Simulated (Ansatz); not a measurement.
**CH₈OSi₂: small, medium and large basis sets**

Aim: see how fast density functionals converge with the basis set for CH₈OSi₂.

Program: Ansatz 0.2.0, Gaussian basis. Level of theory: one geometry, several basis sets. These are calculated values, not measurements.

Plan: PBE0-D4/def2-SVP; ωB97M-V/def2-SVP; PBE0-D4/def2-QZVPP; ωB97M-V/def2-QZVPP; the functionals' def2-TZVPP values are taken from earlier runs.

## (1) The relaxed structure

An earlier PBE0-D4 in a triple-zeta def2 set relaxation fixed the geometry.

12 atoms, charge 0, spin multiplicity 1.

Atoms are counted from 1 here; the program's logs count them from 0.

Bond lengths: C1–Si2 1.877 Å, C1–H5 1.092 Å, C1–H6 1.092 Å, C1–H7 1.092 Å, Si2–Si3 2.347 Å, Si2–H8 1.492 Å, Si2–H9 1.494 Å, Si3–O4 1.658 Å, Si3–H10 1.494 Å, Si3–H11 1.486 Å, O4–H12 0.958 Å. Angles: Si2–C1–H5 110.6°, Si2–C1–H6 110.6°, Si2–C1–H7 111.0°, H5–C1–H6 108.0°, H5–C1–H7 108.3°, H6–C1–H7 108.3°, C1–Si2–Si3 112.0°, C1–Si2–H8 110.5°, C1–Si2–H9 109.8°, Si3–Si2–H8 108.8°, Si3–Si2–H9 108.4°, H8–Si2–H9 107.1°, Si2–Si3–O4 112.0°, Si2–Si3–H10 109.6°, Si2–Si3–H11 110.9°, O4–Si3–H10 111.0°, O4–Si3–H11 105.0°, H10–Si3–H11 108.2° and more.

## (2) PBE0-D4 in def2-SVP

Input file in.yaml:

```yaml
crystal:
  periodic: [false, false, false]
  atoms:
    - {symbol: C, position_ang: [-0.523696, 1.795241, 0.338077]}
    - {symbol: Si, position_ang: [-0.297570, 0.383219, -0.878053]}
    - {symbol: Si, position_ang: [0.930308, -1.388858, 0.049766]}
    - {symbol: O, position_ang: [0.172757, -2.044846, 1.371249]}
    - {symbol: H, position_ang: [0.442889, 2.216006, 0.623538]}
    - {symbol: H, position_ang: [-1.019760, 1.445030, 1.245936]}
    - {symbol: H, position_ang: [-1.129146, 2.593311, -0.096814]}
    - {symbol: H, position_ang: [0.399154, 0.859903, -2.108384]}
    - {symbol: H, position_ang: [-1.631786, -0.137900, -1.302542]}
    - {symbol: H, position_ang: [1.180159, -2.427192, -0.994520]}
    - {symbol: H, position_ang: [2.244696, -0.915463, 0.556809]}
    - {symbol: H, position_ang: [-0.691106, -2.433749, 1.228939]}
basis:
  gaussian: {orbitals: def2-SVP}
hamiltonian: {xc: pbe0, dispersion: d4}
output: {orbitals: {seedname: orbitals}}
```

The run is started by

```
$ ansatz run in.yaml --threads 4 --pin off --events-out ev --progress --plain --max-ram 10444MiB
```

Log:

```text
Functional definition: PBE0
  name "PBE0"
  cite "Adamo & Barone, J. Chem. Phys. 110, 6158 (1999) doi:10.1063/1.478522"
  cite "Perdew, Burke & Ernzerhof, Phys. Rev. Lett. 77, 3865 (1996) doi:10.1103/PhysRevLett.77.3865"
  parent pbe
  parameter a = 0.25
  parameter kappa = 0.804
  parameter beta = 0.06672455060314922
  exchange = (1 - a)*pbe_x(kappa = kappa, mu = beta*pi^2/3) + a*exact_x
  correlation = pbe_c(beta = beta)
1157 factors; their error is unknown
mean field evaluation 1: about -18946.0215 eV, gradient 5.9e1 eV
mean field evaluation 2: about -18937.9454 eV, gradient 8.5e1 eV
mean field evaluation 4: about -18952.9304 eV, gradient 3.6e0 eV
mean field evaluation 8: about -18953.0588 eV, gradient 2.9e-2 eV
mean field -18953.05883474 eV, -696.5120653320 hartree, gradient 5.0e-5 eV, S^2 0.000000; 0 other end points of the search recorded, 0 dependent functions left out
reference -18953.05886424 eV, -696.5120664163 hartree; 25, 25 occupied and 79, 79 virtual orbitals, 1157 factors
Total energy: -18953.26059209 eV, -696.5194797778 hartree
```

Run time: 0.95 s. Hardware: 4 threads of Arm Neoverse V1, shared host.

## (3) ωB97M-V in def2-SVP

in.yaml: that of step 2 with these lines changed.

```diff
@@ -17,3 +17,3 @@
   gaussian: {orbitals: def2-SVP}
-hamiltonian: {xc: pbe0, dispersion: d4}
+hamiltonian: {xc: {name: wB97M-V}}
 output: {orbitals: {seedname: orbitals}}
```

Launched as before.

Log, shortened:

```text
Functional definition: wB97M-V
  name "wB97M-V"
  cite "Mardirossian & Head-Gordon, J. Chem. Phys. 144, 214110 (2016) doi:10.1063/1.4952647"
  cite "Becke, J. Chem. Phys. 107, 8554 (1997) doi:10.1063/1.475007"
  cite "Vydrov & Van Voorhis, J. Chem. Phys. 133, 244103 (2010) doi:10.1063/1.3521275"
  # Of w^i u^j: cxij and so on, Table III.
[...]
  gx(w, u) = 1 - cx + cx01*u + cx10*w
  gss(w, u) = css00 + css04*u^4 + css10*w + css20*w^2 + css43*w^4*u^3
  gos(w, u) = cos00 + cos10*w + (cos20 + cos21*u)*w^2 + (cos60 + cos61*u)*w^6
[...]
      + integral(e_c_pw_mod_opposite_spin*gos(b97_w_opposite, b97_u_opposite)) + vv10(b, c)
1157 factors; their error is unknown
356 factors; integrals over basis functions are off by at most 7.5e-6 eV
[...]
mean field -18960.27278499 eV, -696.7771731139 hartree, gradient 8.4e-5 eV, S^2 0.000000; 0 other end points of the search recorded, 0 dependent functions left out
reference -18960.27283120 eV, -696.7771748120 hartree; 25, 25 occupied and 79, 79 virtual orbitals, 1157 factors
Total energy: -18960.27283120 eV, -696.7771748120 hartree
```

Wall time 4.1 s (4 threads of Arm Neoverse V1, shared host).

## (4) PBE0-D4 in def2-QZVPP

in.yaml: that of step 3 with these lines changed.

```diff
@@ -16,4 +16,4 @@
 basis:
-  gaussian: {orbitals: def2-SVP}
-hamiltonian: {xc: {name: wB97M-V}}
+  gaussian: {orbitals: "def2-QZVPP.json"}
+hamiltonian: {xc: pbe0, dispersion: d4}
 output: {orbitals: {seedname: orbitals}}
```

Same command.

Log:

```text
Functional definition: PBE0
  name "PBE0"
  cite "Adamo & Barone, J. Chem. Phys. 110, 6158 (1999) doi:10.1063/1.478522"
  cite "Perdew, Burke & Ernzerhof, Phys. Rev. Lett. 77, 3865 (1996) doi:10.1103/PhysRevLett.77.3865"
  parent pbe
  parameter a = 0.25
  parameter kappa = 0.804
  parameter beta = 0.06672455060314922
  exchange = (1 - a)*pbe_x(kappa = kappa, mu = beta*pi^2/3) + a*exact_x
  correlation = pbe_c(beta = beta)
1619 factors; their error is unknown
mean field evaluation 1: about -18953.8329 eV, gradient 7.1e1 eV
mean field evaluation 2: about -18941.3203 eV, gradient 1.0e2 eV
mean field evaluation 4: about -18963.2647 eV, gradient 5.5e0 eV
mean field evaluation 8: about -18963.3299 eV, gradient 2.9e-2 eV
mean field -18963.34001092 eV, -696.8898915879 hartree, gradient 7.2e-5 eV, S^2 0.000000; 0 other end points of the search recorded, 0 dependent functions left out
reference -18963.34005813 eV, -696.8898933227 hartree; 25, 25 occupied and 469, 469 virtual orbitals, 1619 factors
Total energy: -18963.54178597 eV, -696.8973066842 hartree
```

It took 8.5 s on 4 threads of Arm Neoverse V1, shared host; peak memory 1.8 GiB.

## (5) ωB97M-V in def2-QZVPP

in.yaml: that of step 4 with these lines changed.

```diff
@@ -17,3 +17,3 @@
   gaussian: {orbitals: "def2-QZVPP.json"}
-hamiltonian: {xc: pbe0, dispersion: d4}
+hamiltonian: {xc: {name: wB97M-V}}
 output: {orbitals: {seedname: orbitals}}
```

The command is unchanged.

Log, shortened:

```text
Functional definition: wB97M-V
  name "wB97M-V"
  cite "Mardirossian & Head-Gordon, J. Chem. Phys. 144, 214110 (2016) doi:10.1063/1.4952647"
  cite "Becke, J. Chem. Phys. 107, 8554 (1997) doi:10.1063/1.475007"
  cite "Vydrov & Van Voorhis, J. Chem. Phys. 133, 244103 (2010) doi:10.1063/1.3521275"
  # Of w^i u^j: cxij and so on, Table III.
[...]
  gx(w, u) = 1 - cx + cx01*u + cx10*w
  gss(w, u) = css00 + css04*u^4 + css10*w + css20*w^2 + css43*w^4*u^3
  gos(w, u) = cos00 + cos10*w + (cos20 + cos21*u)*w^2 + (cos60 + cos61*u)*w^6
[...]
      + integral(e_c_pw_mod_opposite_spin*gos(b97_w_opposite, b97_u_opposite)) + vv10(b, c)
1579 factors; their error is unknown
418 factors; integrals over basis functions are off by at most 1.1e-5 eV
[...]
mean field -18970.72631365 eV, -697.1613332064 hartree, gradient 4.7e-5 eV, S^2 0.000000; 0 other end points of the search recorded, 0 dependent functions left out
reference -18970.72638777 eV, -697.1613359303 hartree; 25, 25 occupied and 469, 469 virtual orbitals, 1579 factors
Total energy: -18970.72638777 eV, -697.1613359303 hartree
```

Wall time 22 s (4 threads of Arm Neoverse V1, shared host); peak memory 2.1 GiB.

## (6) Density functionals: the series

The def2-TZVPP values come from earlier runs at the same geometry.

| functional | basis | functions | energy (eV) | from the largest (eV) | HOMO (eV) | LUMO (eV) |
| --- | --- | --- | --- | --- | --- | --- |
| PBE0-D4 | def2-SVP | 104 | -18953.2606 | 10.281 | -7.49 | 0.09 |
| PBE0-D4 | def2-TZVPP | 258 | -18962.8103 | 0.732 | -7.55 | -0.32 |
| PBE0-D4 | def2-QZVPP | 494 | -18963.5418 | 0.000 | -7.57 | -0.46 |
| ωB97M-V | def2-SVP | 104 | -18960.2728 | 10.454 | -9.53 | 1.93 |
| ωB97M-V | def2-TZVPP | 258 | -18970.0340 | 0.692 | -9.62 | 1.35 |
| ωB97M-V | def2-QZVPP | 494 | -18970.7264 | 0.000 | -9.64 | 1.04 |

## (7) Summary of results

```
                                       quantity           value
PBE0-D4: double and triple zeta above quadruple  10.28, 0.73 eV
ωB97M-V: double and triple zeta above quadruple  10.45, 0.69 eV
```

For PBE0-D4 the step from double to triple zeta gains 9.55 eV and the next only 0.73 eV. These are total energies; as a rule much of such shifts cancels in differences, which this series doesn't test. The LUMO of ωB97M-V is positive and keeps falling with the basis (1.93 to 1.04 eV): an unbound level that the basis holds in place.

For PBE0-D4 the largest set took about 9 times as long as the smallest (8.5 s against 0.95 s).
